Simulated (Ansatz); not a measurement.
# NiSeO: the cost of one run

The runs shown are made with Ansatz 0.2.0. PAW datasets, plane waves. All values are calculated for a non-magnetic cell, which may be hypothetical.

### 1 Starting point

The cell was relaxed beforehand with r2SCAN.

In-plane lattice: a = 2.868 Å, b = 2.868 Å, γ = 120.0°; thickness between the outer nuclei 3.37 Å. Around Ni lie 3 O at 1.81 Å; around O lie 3 Ni at 1.81 Å; around Se lie 6 Se at 2.87 Å and 3 Ni at 3.13 Å.

Coordinates:

```xyz
3
Lattice="2.8676 0.0000 0.0000 -1.4338 2.4834 0.0000 0.0000 0.0000 30.5579" Properties=species:S:1:pos:R:3 pbc="T T F"
Ni    0.0000    1.6556    9.6428
O     1.4338    0.8278   10.3655
Se    1.4338    0.8278    6.9916
```
Two periodic directions, a and b.

### 2 PBE bands along the symmetry lines

File input.yaml:

```yaml
crystal:
  lattice:
    - [2.8675547883, 0.0, 0.0]
    - [-1.4337773941, 2.4833752934, 0.0]
    - [0.0, 0.0, 30.5579161556]
  atoms:
    - { symbol: Ni, position: [0.3333333333, 0.6666666667, 0.3155597598] }
    - { symbol: O, position: [0.6666666667, 0.3333333333, 0.3392090696] }
    - { symbol: Se, position: [0.6666666667, 0.3333333333, 0.2287992733] }
  periodic: [true, true, false]
kpoints:
  mp_grid: { grid: [12, 12, 1] }
  band_path:
    path:
      - [0, 0, 0]
      - [0.5, 0, 0]
      - [0.3333333333333, 0.3333333333333, 0]
      - [0, 0, 0]
    npoints: 10
hamiltonian:
  xc: pbe
scf:
  occupations: { method: fermi_dirac, width: 0.02 }
  n_extra_bands: 4
output:
  forces: true
  stress: true
  eigenvalues: true
  write_density: true
  write_potential: true
  elf: true
  volumetric_format: npy
```

Started as:

```sh
$ ansatz run input.yaml --threads 4 --pin off --max-ram 5529MiB --backend cpu --events-out ev --progress --plain --runs-dir out
```

What time and memory should one allow on 4 threads of Arm Neoverse V2, shared host?

About 4.8 s, with a peak of 0.5 GiB.
